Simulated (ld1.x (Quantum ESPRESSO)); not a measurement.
# A PAW potential for Co, from input to tests

Do these settings give a usable potential? It is generated, then checked for transferability, scattering, ghosts and hardness.

Method: ld1.x (Quantum ESPRESSO) 7.5, PBE, scalar-relativistic.

## 1. The design

Typed settings, in words:

| Item | Value |
| --- | --- |
| element | cobalt (Co, Z = 27) |
| type | PAW |
| frozen core | [Ne] 3s2 |
| valence charge | 15 |
| reference configuration | 3p6 3d7 4s1.75 4p0 (charge +0.25) |
| partial waves | 4s (bound): rcut 1.70, rcutus 1.90 bohr; 4s channel at 1.35 Ry: rcut 1.70, rcutus 1.90 bohr; 3p (bound): rcut 1.25, rcutus 1.45 bohr; 4p (bound, empty): rcut 1.25, rcutus 1.45 bohr; 3d (bound): rcut 1.30, rcutus 1.55 bohr; 3d channel at 0.2 Ry: rcut 1.30, rcutus 1.55 bohr |
| local potential | all-electron potential smoothed inside 1.45 bohr (lloc = -1) |
| core correction | Bessel-smoothed model core inside 1.30 bohr |
| augmentation charge | PSQ, inside the norm-conserving radii |

The nodes and maxima of the atom's own shells, from an earlier all-electron run, set the scale for the radii.

All-electron outer shells of the reference configuration (PBE, scalar-relativistic, ld1.x):

| shell | level (eV) | outermost node (bohr) | outermost maximum (bohr) |
| --- | --- | --- | --- |
| 2p | -771.97 | – | 0.17 |
| 3s | -104.45 | 0.31 | 0.66 |
| 3p | -67.69 | 0.28 | 0.68 |
| 3d | -10.25 | – | 0.66 |
| 4s | -7.19 | 0.96 | 2.29 |
| 4p | -2.69 | 1.05 | 3.09 |

## 2. Generating the potential

Co.in reads:

```
 &input
   title='Co', zed=27., rel=1, dft='PBE', iswitch=3,
   config='[Ar] 3d7 4s1.75 4p0',
   nld=3, rlderiv=2.05, eminld=-7.0, emaxld=5.0, deld=0.02
 /
 &inputp
   pseudotype=3, lpaw=.true., tm=.true., lloc=-1, rcloc=1.45,
   nlcc=.true., new_core_ps=.true., rcore=1.30,
   which_augfun='PSQ', rmatch_augfun_nc=.true.,
   file_pseudopw='Co.UPF', file_wfcaegen='ae.wfc', file_wfcncgen='nc.wfc', file_beta='beta', file_chi='chi', file_wfcusgen='us.wfc'
 /
6
4S  1  0   1.75   0.00  1.70  1.90  0.0
4S  1  0   0.00   1.35  1.70  1.90  0.0
3P  2  1   6.00   0.00  1.25  1.45  0.0
4P  3  1   0.00   0.00  1.25  1.45  0.0
3D  3  2   7.00   0.00  1.30  1.55  0.0
3D  3  2   0.00   0.20  1.30  1.55  0.0
 &test
   configts(1)='3p6 3d7 4s1.75 4p0'
 /
```

On the command line:

```console
$ ld1.x < Co.in > Co.out
```

The output, Co.out (without the banner and most projector matrices):

```text
     Program LD1 v.7.5
     --------------------------- All-electron run ----------------------------

     Co
     scalar relativistic calculation

     atomic number is 27.00
     dft =PBE   lsd =0 sic =0 latt =0  beta=0.20 tr2=1.0E-14
     Exchange-correlation= PBE
                           (   1   4   3   4   0   0   0)
     mesh =1193 r(mesh) =  99.89935 a.u. xmin = -7.00 dx = 0.01250
     1 Ry =  13.60569312 eV, c = 137.03599908

     n l     nl                  e(Ry)          e(Ha)          e(eV)
     1 0     1S 1( 2.00)      -558.2340      -279.1170     -7595.1600
     2 0     2S 1( 2.00)       -66.2240       -33.1120      -901.0240
     2 1     2P 1( 6.00)       -56.7384       -28.3692      -771.9653
     3 0     3S 1( 2.00)        -7.6773        -3.8387      -104.4556
     3 1     3P 1( 6.00)        -4.9752        -2.4876       -67.6913
     3 2     3D 1( 7.00)        -0.7530        -0.3765       -10.2456
     4 0     4S 1( 1.75)        -0.5287        -0.2644        -7.1937
     4 1     4P 1( 0.00)        -0.1978        -0.0989        -2.6908

     final scf error:  4.6E-15 reached in  31 iterations

     Etot =   -2786.178638 Ry,   -1393.089319 Ha,  -37907.891531 eV

     Ekin =    2822.158642 Ry,    1411.079321 Ha,   38397.424425 eV
     Encl =   -6670.562790 Ry,   -3335.281395 Ha,  -90757.630283 eV
     Eh   =    1180.759874 Ry,     590.379937 Ha,   16065.056493 eV
     Exc  =    -118.534363 Ry,     -59.267181 Ha,   -1612.742166 eV

     normalization and overlap integrals

     s(1S/1S) =  1.000000  <r> =   0.0562  <r2> =    0.0042  r(max) =   0.0366
     s(2S/2S) =  1.000000  <r> =   0.2555  <r2> =    0.0770  r(max) =   0.2131
     s(2P/2P) =  1.000000  <r> =   0.2250  <r2> =    0.0622  r(max) =   0.1723
     s(3S/3S) =  1.000000  <r> =   0.7737  <r2> =    0.6915  r(max) =   0.6648
     s(3P/3P) =  1.000000  <r> =   0.8161  <r2> =    0.7866  r(max) =   0.6816
     s(3D/3D) =  1.000000  <r> =   1.0656  <r2> =    1.5321  r(max) =   0.6648
     s(4S/4S) =  1.000000  <r> =   2.8142  <r2> =    9.2011  r(max) =   2.2914
     s(4P/4P) =  1.000000  <r> =   3.9978  <r2> =   19.0029  r(max) =   3.0931

     ------------------------ End of All-electron run ------------------------

     --------------------- Generating PAW atomic setup --------------------

      Generating local potential from pseudized AE potential:
      Matching radius rcloc =   1.4500

      Local pseudo, rcloc= 1.461 Estimated cut-off energy=    11.54 Ry

      Computing core charge for nlcc:

       r > 1.31 : true rho core
      Core charge pseudized with two Bessel functions
      Integrated core pseudo-charge :   1.90
      Wfc-us  4S rcutus= 1.924  Estimated cut-off energy=    11.33 Ry
      Wfc-us  4S rcutus= 1.924  Estimated cut-off energy=    14.01 Ry
      Wfc-us  3P rcutus= 1.461  Estimated cut-off energy=    39.96 Ry
      Wfc-us  4P rcutus= 1.461  Estimated cut-off energy=    75.57 Ry
      Wfc-us  3D rcutus= 1.536  Estimated cut-off energy=    49.35 Ry
      Wfc-us  3D rcutus= 1.536  Estimated cut-off energy=    66.98 Ry

     Required augmentation: PSQ   radius:    1.900000

     Q pseudized with Bessel functions
     Expected ecutrho=     251.0500 due to l1=  2   l2=  2

     Estimated PAW energy = -304.124099 Ryd

     The PAW screened D coefficients
     0.44530     0.62137     0.00000     0.00000     0.00000     0.00000
     0.62137     0.86721     0.00000     0.00000     0.00000     0.00000
     0.00000     0.00000    -4.09631    -0.37548     0.00000     0.00000
     0.00000     0.00000    -0.37548    -0.57919     0.00000     0.00000
     0.00000     0.00000     0.00000     0.00000    -1.75323    -0.96078
     0.00000     0.00000     0.00000     0.00000    -0.96078    -0.53882

     The PAW descreened D coefficients (US)
     0.66288     0.73706     0.00000     0.00000     0.00000     0.00000
     0.73706     0.81336     0.00000     0.00000     0.00000     0.00000
     0.00000     0.00000     1.02306    -1.00237     0.00000     0.00000
     0.00000     0.00000    -1.00237    -1.69779     0.00000     0.00000
     0.00000     0.00000     0.00000     0.00000     3.43407     2.36861
     0.00000     0.00000     0.00000     0.00000     2.36861     1.56054

     ------------------- End of pseudopotential generation -------------------

     [... the all-electron block is printed once more ...]


     Computing logarithmic derivative in   2.06047
     Computing logarithmic derivative in   2.06047
     Computing the partial wave expansion
     R is outside the sphere for l=    0 j= 0.00
     R is outside the sphere for l=    0 j= 0.00
     R is outside the sphere for l=    1 j= 0.00
     R is outside the sphere for l=    1 j= 0.00
     R is outside the sphere for l=    2 j= 0.00
     R is outside the sphere for l=    2 j= 0.00

     ---------------------- Testing the pseudopotential ----------------------

     Co
     scalar relativistic calculation

     atomic number is 27.00   valence charge is 15.00
     dft = SLA  PW   PBX  PBC   lsd =0 sic =0 latt =0  beta=0.20 tr2=1.0E-14
     mesh =1193 r(mesh) =  99.89935 xmin = -7.00 dx = 0.01250

     n l     nl             e AE (Ry)        e PS (Ry)    De AE-PS (Ry)
     2 1     3P   1( 6.00)       -4.97522       -4.97522        0.00000
     3 2     3D   1( 7.00)       -0.75304       -0.75304        0.00000
     1 0     4S   1( 1.75)       -0.52873       -0.52873        0.00000
     3 1     4P   1( 0.00)       -0.19777       -0.19777       -0.00000

     eps = 2.3E-15  iter =  4

     Etot =   -2786.178638 Ry,   -1393.089319 Ha,  -37907.891531 eV
     Etotps =  -304.124107 Ry,    -152.062054 Ha,   -4137.819271 eV

     Ekin =     269.257812 Ry,     134.628906 Ha,    3663.439157 eV
     Encl =    -640.520863 Ry,    -320.260432 Ha,   -8714.730306 eV
     Ehrt =     185.673304 Ry,      92.836652 Ha,    2526.213996 eV
     Ecxc =    -118.534359 Ry,     -59.267180 Ha,   -1612.742119 eV
     (Ecc =      -2.254534 Ry,      -1.127267 Ha,     -30.674494 eV)

     ---------------------- End of pseudopotential test ----------------------
```

It took 1.7 s on 1 thread, shared host. (Generation and the later configuration tests together.)

Partial waves on a coarse radial grid (AE all-electron, PS pseudo):

```tsv
r (bohr)	3d AE	3d PS
0.095	0.0725	0.0022
0.190	0.2938	0.0173
0.285	0.5402	0.0552
0.380	0.7369	0.1205
0.475	0.8664	0.2118
0.570	0.9342	0.3215
0.665	0.9542	0.4377
0.760	0.9412	0.5466
0.855	0.9075	0.6356
0.950	0.8620	0.6956
1.045	0.8107	0.7230
1.140	0.7573	0.7199
1.235	0.7042	0.6927
1.330	0.6528	0.6510
1.425	0.6039	0.6040
1.520	0.5579	0.5579
1.615	0.5150	0.5150
1.710	0.4752	0.4752
1.805	0.4384	0.4384
1.900	0.4044	0.4044
1.995	0.3730	0.3730
2.090	0.3442	0.3442
2.185	0.3175	0.3175
2.280	0.2930	0.2930
2.375	0.2704	0.2704
2.470	0.2496	0.2496
```

## 3. Testing the new file in other configurations

Co.test.in reads:

```
 &input
   title='Co', zed=27., rel=1, dft='PBE', iswitch=2,
   config='[Ar] 3d7 4s1.75 4p0'
 /
 &test
   file_pseudo='Co.UPF', nconf=8,
   configts(1)='3p6 3d7 4s1.75 4p0',
   configts(2)='3p6 3d7 4s2 4p0',
   configts(3)='3p6 3d7 4s1 4p0',
   configts(4)='3p6 3d7 4s0 4p0',
   configts(5)='3p6 3d7 4s0 4p1',
   configts(6)='3p6 3d8 4s1 4p0',
   configts(7)='3p6 3d7 4s1.5 4p0',
   configts(8)='3p6 3d8 4s0 4p0'
 /
```

On the command line:

```console
$ ld1.x < Co.test.in > Co.test.out
```

Co.test.out, the pseudopotential blocks:

```text
     ---------------------- Testing the pseudopotential ----------------------

     Co
     scalar relativistic calculation

     atomic number is 27.00   valence charge is 15.00
     dft =SLA  PW   PBX  PBC   lsd =0 sic =0 latt =0  beta=0.20 tr2=1.0E-14
     mesh =1193 r(mesh) =  99.89935 xmin = -7.00 dx = 0.01250

     n l     nl             e AE (Ry)        e PS (Ry)    De AE-PS (Ry)
     2 1     3P   1( 6.00)       -4.97522       -4.97522        0.00000
     3 2     3D   1( 7.00)       -0.75304       -0.75304        0.00000
     1 0     4S   1( 1.75)       -0.52873       -0.52873        0.00000
     3 1     4P   1( 0.00)       -0.19777       -0.19777       -0.00000

     eps = 2.3E-15  iter =  4

     Etot =   -2786.178638 Ry,   -1393.089319 Ha,  -37907.891531 eV
     Etotps =  -304.124107 Ry,    -152.062054 Ha,   -4137.819271 eV

     Ekin =     269.257812 Ry,     134.628906 Ha,    3663.439157 eV
     Encl =    -640.520863 Ry,    -320.260432 Ha,   -8714.730306 eV
     Ehrt =     185.673304 Ry,      92.836652 Ha,    2526.213996 eV
     Ecxc =    -118.534359 Ry,     -59.267180 Ha,   -1612.742119 eV
     (Ecc =      -2.254534 Ry,      -1.127267 Ha,     -30.674494 eV)

     ---------------------- End of pseudopotential test ----------------------

     ---------------------- Testing the pseudopotential ----------------------

     Co
     [...]
     n l     nl             e AE (Ry)        e PS (Ry)    De AE-PS (Ry)
     2 1     3P   1( 6.00)       -4.82419       -4.82425        0.00006
     3 2     3D   1( 7.00)       -0.60298       -0.60302        0.00004
     1 0     4S   1( 2.00)       -0.40202       -0.40200       -0.00002
     3 1     4P   1( 0.00)       -0.09383       -0.09382       -0.00001

     eps = 1.7E-16  iter =  9

     Etot =   -2786.294851 Ry,   -1393.147426 Ha,  -37909.472698 eV
     Etotps =  -304.240331 Ry,    -152.120165 Ha,   -4139.400576 eV
     dEtot_ae =      -0.116214 Ry
     dEtot_ps =      -0.116224 Ry,   Delta E=       0.000010 Ry

     [...]
     ---------------------- End of pseudopotential test ----------------------

     ---------------------- Testing the pseudopotential ----------------------

     Co
     [...]
     n l     nl             e AE (Ry)        e PS (Ry)    De AE-PS (Ry)
     2 1     3P   1( 6.00)       -5.47350       -5.47327       -0.00023
     3 2     3D   1( 7.00)       -1.24646       -1.24629       -0.00017
     1 0     4S   1( 1.00)       -0.93803       -0.93810        0.00007
     3 1     4P   1( 0.00)       -0.54886       -0.54890        0.00004

     eps = 2.3E-16  iter =  9

     Etot =   -2785.631149 Ry,   -1392.815574 Ha,  -37900.442564 eV
     Etotps =  -303.576535 Ry,    -151.788268 Ha,   -4130.369175 eV
     dEtot_ae =       0.547489 Ry
     dEtot_ps =       0.547572 Ry,   Delta E=      -0.000083 Ry

     [...]
     ---------------------- End of pseudopotential test ----------------------

     ---------------------- Testing the pseudopotential ----------------------

     Co
     [...]
     n l     nl             e AE (Ry)        e PS (Ry)    De AE-PS (Ry)
     2 1     3P   1( 6.00)       -6.22769       -6.22698       -0.00071
     3 2     3D   1( 7.00)       -1.98916       -1.98858       -0.00058
     1 0     4S   1( 0.00)       -1.53869       -1.53884        0.00015
     3 1     4P   1( 0.00)       -1.07841       -1.07852        0.00011

     eps = 8.0E-17  iter =  9

     Etot =   -2784.397424 Ry,   -1392.198712 Ha,  -37883.656885 eV
     Etotps =  -302.342585 Ry,    -151.171293 Ha,   -4113.580431 eV
     dEtot_ae =       1.781214 Ry
     dEtot_ps =       1.781522 Ry,   Delta E=      -0.000308 Ry

     [...]
     ---------------------- End of pseudopotential test ----------------------

     ---------------------- Testing the pseudopotential ----------------------

     Co
     [...]
     n l     nl             e AE (Ry)        e PS (Ry)    De AE-PS (Ry)
     2 1     3P   1( 6.00)       -5.58906       -5.58838       -0.00068
     3 2     3D   1( 7.00)       -1.35700       -1.35649       -0.00051
     1 0     4S   1( 0.00)       -1.00643       -1.00651        0.00008
     3 1     4P   1( 1.00)       -0.60637       -0.60642        0.00005

     eps = 6.4E-15  iter =  9

     Etot =   -2785.236570 Ry,   -1392.618285 Ha,  -37895.074046 eV
     Etotps =  -303.181892 Ry,    -151.590946 Ha,   -4124.999780 eV
     dEtot_ae =       0.942068 Ry
     dEtot_ps =       0.942215 Ry,   Delta E=      -0.000147 Ry

     [...]
     ---------------------- End of pseudopotential test ----------------------
```

3 tests gave no usable energy difference (3p6 3d8 4s1 4p0; 3p6 3d7 4s1.5 4p0; 3p6 3d8 4s0 4p0); the test run stopped with "negative rho".

Excitation and ionisation energies from 3p6 3d7 4s1.75 4p0, with the error of the potential.

```csv
valence configuration,charge,ΔE all-electron (eV),error AE − PS (meV)
3p6 3d7 4s2 4p0,0,-1.581,+0.1
3p6 3d7 4s1 4p0,+1,7.449,-1.1
3p6 3d7 4s0 4p0,+2,24.235,-4.2
3p6 3d7 4s0 4p1,+1,12.817,-2.0
```

## 4. Does it scatter like the atom?

Taken from the files of the generation run. The phase is arctan(r·u′/u) with u = r·R, unwrapped, with energies in Ry. A pole is an energy at which the radial function vanishes at the test radius. The pseudo phase is shifted by a multiple of π to meet the all-electron one at the reference energy. Levels narrower than the energy grid can be missing from the poles. Where the grid stepped over a known ghost or core level, its pole and its step of π were put in at the level's energy. The last column is the largest difference on the grid between −1 and +1 Ry.

| channel | radius (bohr) | reference (Ry) | poles AE | poles PS | window around the reference with phases within 0.05 rad (Ry) | largest difference near zero (rad) |
| --- | --- | --- | --- | --- | --- | --- |
| s | 2.06 | -0.53 | 3.75 | -1.33, 3.75 | above -1.3 | 0.000 |
| p | 2.06 | -0.20 | -4.90 | -4.90, 4.88 | the whole range | 0.002 |
| d | 2.06 | -0.75 | -0.44 | -0.44 | the whole range | 0.000 |

Phases (rad) along the scan:

```tsv
E (Ry)	p AE	p PS	s AE	s PS
-7.00	1.366	1.366	1.386	4.509
-6.48	1.352	1.352	1.369	4.499
-5.96	1.331	1.330	1.354	4.488
-5.44	1.275	1.275	1.339	4.475
-4.92	-1.536	-1.536	1.322	4.459
-4.40	-1.762	-1.762	1.302	4.439
-3.88	-1.801	-1.801	1.277	4.415
-3.36	-1.830	-1.830	1.245	4.383
-2.84	-1.860	-1.860	1.203	4.341
-2.32	-1.895	-1.895	1.143	4.281
-1.80	-1.941	-1.941	1.051	4.189
-1.28	-2.005	-2.005	0.896	0.903
-0.76	-2.102	-2.102	0.594	0.594
-0.24	-2.267	-2.267	-0.001	-0.001
0.28	-2.580	-2.580	-0.688	-0.688
0.80	-3.170	-3.172	-1.079	-1.079
1.32	-3.824	-3.829	-1.274	-1.274
1.84	-4.201	-4.207	-1.385	-1.385
2.36	-4.395	-4.401	-1.457	-1.457
2.88	-4.507	-4.513	-1.508	-1.508
3.40	-4.580	-4.587	-1.548	-1.548
3.92	-4.632	-4.640	-1.581	-1.581
4.44	-4.673	-4.682	-1.610	-1.610
4.96	-4.706	-4.718	-1.638	-1.637
```

## 5. Plane-wave convergence, by spherical Bessel functions

This step uses the generator's waves and projectors in a separate script. Basis: spherical Bessel functions vanishing at 20 bohr, q² up to the cutoff; potential fixed at the reference.

All-electron valence levels (Ry): 4s -0.5287, 3p -4.9752, 4p -0.1978, 3d -0.7530. The lowest levels of each channel (Ry) by cutoff; the last column sums, over occupied levels, occupation times the distance from the level at 400 Ry. A positive value at high cutoff is not a bound level.

```tsv
cutoff (Ry)	s #1	s #2	p #1	p #2	d #1	f #1	Σ f·Δε (mRy)
8	-0.5269	-0.0507	-3.6400	-0.1168	0.0032	0.0744	13308.3
18	-0.5915	-0.5283	-4.8300	-0.1539	-0.3802	0.0744	3482.2
30	-1.2234	-0.5287	-4.9656	-0.1667	-0.7015	0.0744	419.0
50	-1.3281	-0.5287	-4.9745	-0.1902	-0.7523	0.0744	9.5
70	-1.3311	-0.5287	-4.9751	-0.1973	-0.7529	0.0744	1.8
90	-1.3312	-0.5287	-4.9752	-0.1976	-0.7530	0.0744	0.9
110	-1.3312	-0.5287	-4.9752	-0.1977	-0.7530	0.0744	0.3
400	-1.3312	-0.5287	-4.9752	-0.1978	-0.7531	0.0744	0.0
```

The sum stays within 10 mRy from 50 Ry and within 1 mRy from 90 Ry. The sum leaves out empty levels, which can need more. Ghost test: ghost state, bound below the all-electron valence or empty levels of the same l: s at -18.1 eV.

## 6. Outcome

| quantity | value |
| --- | --- |
| cutoffs for 10 and 1 mRy, occupied levels | 50 Ry and 90 Ry |
| bound ghosts | s at -18.11 eV |
| largest test error (AE − PS) | -4.2 meV, for 3p6 3d7 4s0 4p0 (3 tests unsolved) |
| largest phase difference near zero energy, channels read | 0.002 rad |
| lowest eigenvalue of the overlap (Bessel basis) | 0.111 (p) |
| density cutoff estimated by the generator | 251 Ry |

**Reading.** It has a bound ghost (s), a state that the atom doesn't have, and that rules the file out. The worst unpolarised test, 3p6 3d7 4s0 4p0, is off by 4.2 meV on 24.2 eV; by total energies transferability rates as very good where solved. Atomic tests can pass in spite of a ghost, since they solve only for the levels asked. The test run broke off, so later configurations gave nothing; the verdict rests on few tests. The potential is of middling hardness: the looser tolerance needs 50 Ry. Near zero energy the phases of the channels with partial waves agree within 0.002 rad. The pseudo curves have a pole with no partner nearby in the atom's: s at -1.33 Ry. These are tests on the free atom; a crystal test is still owed.
